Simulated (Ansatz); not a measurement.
**C2H6O3W: small, medium and large basis sets**

How large a basis does C2H6O3W need? Two functionals are run in growing sets.

Program: Ansatz 0.2.0, Gaussian basis. Level of theory: one geometry, several basis sets. These are calculated values, not measurements.

Plan: PBE0-D4/def2-SVP; ωB97M-V/def2-SVP; PBE0-D4/def2-QZVPP; ωB97M-V/def2-QZVPP; the functionals' def2-TZVPP values are taken from earlier runs.

## (1) The relaxed structure

All runs share one geometry, relaxed beforehand with PBE0-D4 in a triple-zeta def2 set. W takes the def2 core potential; no spin-orbit term is included.

SMILES `C[O][W]([CH3])(=[O])=[O]`, 12 atoms, charge 0, spin multiplicity 1.

Atoms are counted from 1 here; the program's logs count them from 0.

Bond lengths: C1–O2 1.405 Å, C1–H7 1.093 Å, C1–H8 1.092 Å, C1–H9 1.092 Å, O2–W3 1.856 Å, W3–C4 2.113 Å, W3–O5 1.708 Å, W3–O6 1.706 Å, C4–H10 1.092 Å, C4–H11 1.094 Å, C4–H12 1.094 Å. Angles: O2–C1–H7 110.9°, O2–C1–H8 108.5°, O2–C1–H9 109.7°, H7–C1–H8 109.3°, H7–C1–H9 109.5°, H8–C1–H9 108.9°, C1–O2–W3 145.4°, O2–W3–C4 108.8°, O2–W3–O5 113.0°, O2–W3–O6 113.6°, C4–W3–O5 105.6°, C4–W3–O6 105.7°, O5–W3–O6 109.5°, W3–C4–H10 110.3°, W3–C4–H11 110.0°, W3–C4–H12 109.8°, H10–C4–H11 108.6°, H10–C4–H12 108.6° and more.

As a file:

```
atom     x (Å)     y (Å)     z (Å)
  C1  -0.64870  -0.71184   2.18175
  O2   0.07325  -0.30769   1.04600
  W3   0.15582   0.89878  -0.36183
  C4   0.64828  -0.14888  -2.12971
  O5   1.38243   2.07060  -0.16634
  O6  -1.32852   1.67572  -0.68234
  H7  -1.70990  -0.47367   2.07436
  H8  -0.53178  -1.79087   2.30129
  H9  -0.25050  -0.21160   3.06759
 H10   0.71302   0.54089  -2.97411
 H11  -0.11908  -0.89699  -2.34750
 H12   1.61570  -0.64444  -2.00918
```

## (2) PBE0-D4 in def2-SVP

in.yaml reads:

```yaml
crystal:
  periodic: [false, false, false]
  atoms:
    - {symbol: C, position_ang: [-0.648703, -0.711836, 2.181751]}
    - {symbol: O, position_ang: [0.073254, -0.307688, 1.046003]}
    - {symbol: W, position_ang: [0.155817, 0.898784, -0.361834]}
    - {symbol: C, position_ang: [0.648275, -0.148882, -2.129711]}
    - {symbol: O, position_ang: [1.382429, 2.070596, -0.166336]}
    - {symbol: O, position_ang: [-1.328521, 1.675721, -0.682335]}
    - {symbol: H, position_ang: [-1.709896, -0.473667, 2.074364]}
    - {symbol: H, position_ang: [-0.531785, -1.790875, 2.301294]}
    - {symbol: H, position_ang: [-0.250505, -0.211600, 3.067589]}
    - {symbol: H, position_ang: [0.713017, 0.540888, -2.974110]}
    - {symbol: H, position_ang: [-0.119076, -0.896989, -2.347496]}
    - {symbol: H, position_ang: [1.615695, -0.644444, -2.009179]}
basis:
  gaussian: {orbitals: def2-SVP}
hamiltonian: {xc: pbe0, dispersion: d4}
output: {orbitals: {seedname: orbitals}}
```

Command:

```sh
> ansatz run in.yaml --threads 4 --pin off --events-out ev --progress --plain --max-ram 11315MiB
```

After this run come: ωB97M-V in def2-SVP; PBE0-D4 in def2-QZVPP; ωB97M-V in def2-QZVPP.

Q: Predict the results of all the runs planned. Wanted: PBE0-D4: double and triple zeta above quadruple; ωB97M-V: double and triple zeta above quadruple.

As calculated:

| quantity | value |
| --- | --- |
| PBE0-D4: double and triple zeta above quadruple | 11.04, 0.48 eV |
| ωB97M-V: double and triple zeta above quadruple | 11.39, 0.46 eV |

PBE0-D4 gains 10.56 eV from double to triple zeta, then 0.48 eV more. Total energies overstate the basis error of differences, where much of it tends to cancel.
